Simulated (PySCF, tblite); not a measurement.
# C5H12NSi radical: geometry, infrared bands and EPR parameters

What infrared bands and EPR parameters should C5H12NSi radical (`CC[Si](N)C1CC1`) show?

The runs use tblite 0.8.0 and PySCF 2.14.0, with density-fitted response routines of our own; the level of theory stands in each step. All values are computed, except where a source is named. Atoms are numbered from 0 throughout.

**1. The molecule as given**

19 atoms, charge 0, multiplicity 2; geometry from: force field or distance geometry start.

Bonds of the start (Å): C0–C1 1.53, C1–Si2 1.86, Si2–N3 1.69, Si2–C4 1.87, C4–C5 1.50, C5–C6 1.50, C6–C4 1.50, C0–H7 1.09, C0–H8 1.10, C0–H9 1.10, C1–H10 1.09, C1–H11 1.10, N3–H12 1.02, N3–H13 1.01, C4–H14 1.09, C5–H15 1.07, C5–H16 1.09, C6–H17 1.08, C6–H18 1.09.

**2. Relaxing the molecule with GFN2-xTB**

What the job is given:

```
{"job": {"kind": "relax", "xc": "GFN2-xTB", "basis": "xTB"}, "charge": 0, "multiplicity": 2}
C      2.316400    -0.465400    -0.517400
C      1.850300     0.963500    -0.217500
Si     0.148100     1.134000     0.510700
N      0.048800     0.410000     2.030900
C     -1.174400     0.439900    -0.619700
C     -1.576000    -1.007200    -0.522700
C     -2.526400     0.072700    -0.088600
H      3.328100    -0.448300    -0.925400
H      2.323700    -1.088600     0.385700
H      1.647200    -0.942900    -1.246600
H      1.903900     1.545500    -1.133000
H      2.569300     1.407900     0.488200
H      0.245300    -0.590900     1.972800
H     -0.892600     0.463900     2.404700
H     -1.146000     0.880700    -1.620300
H     -1.796800    -1.537700    -1.427200
H     -1.141600    -1.638400     0.250300
H     -3.394200     0.252400    -0.712300
H     -2.743000     0.158200     0.980000
```

Command:

```sh
$ OMP_NUM_THREADS=1 python probes_run.py task.json out
```

This one command runs all jobs of the session in turn.

**Question.** This job is followed by: GFN2-xTB harmonic vibrations, gas phase; UKS B3LYP, pcH-1 on C H N Si, non-relativistic, mean-field spin-orbit, GIAO. Predict these results of the whole session: strongest single infrared mode (GFN2-xTB); zero-point energy (GFN2-xTB); g(iso) (B3LYP); ⟨S²⟩; largest a(iso) (averaged by class); potential on the surface of density 0.002 e/bohr³, 1st and 99th percentile.

As calculated:

| quantity | value |
| --- | --- |
| strongest single infrared mode (GFN2-xTB) | 326 cm⁻¹, 196 km/mol |
| zero-point energy (GFN2-xTB) | 101.0 kcal/mol |
| g(iso) (B3LYP) | 2.00269 |
| ⟨S²⟩ | 0.751 (exact 0.75) |
| largest a(iso) (averaged by class) | 29Si on Si2, -571.1 MHz |
| potential on the surface of density 0.002 e/bohr³, 1st and 99th percentile | -1.26 V and 1.52 V |

**Reading.** Relaxing lowered the energy by 0.226 eV in 81 steps; the close pair that moved most is C1–Si2, from 1.859 to 1.909 Å. All 51 modes are real, so the xTB geometry is a minimum. The strongest single mode, at 326 cm⁻¹, moves mainly H13. Unscaled tight-binding wavenumbers are off by several per cent, some by more. Its intensities can rank the bands wrongly. Most of the unpaired spin sits on Si2 (0.87 e). The isotropic g lies 0.4 ppt above the free-electron value. These values are for one conformer; the search (at its own cheap level) found 2 more, at 0.49, 0.67 kcal/mol, and measured spectra average over such forms.
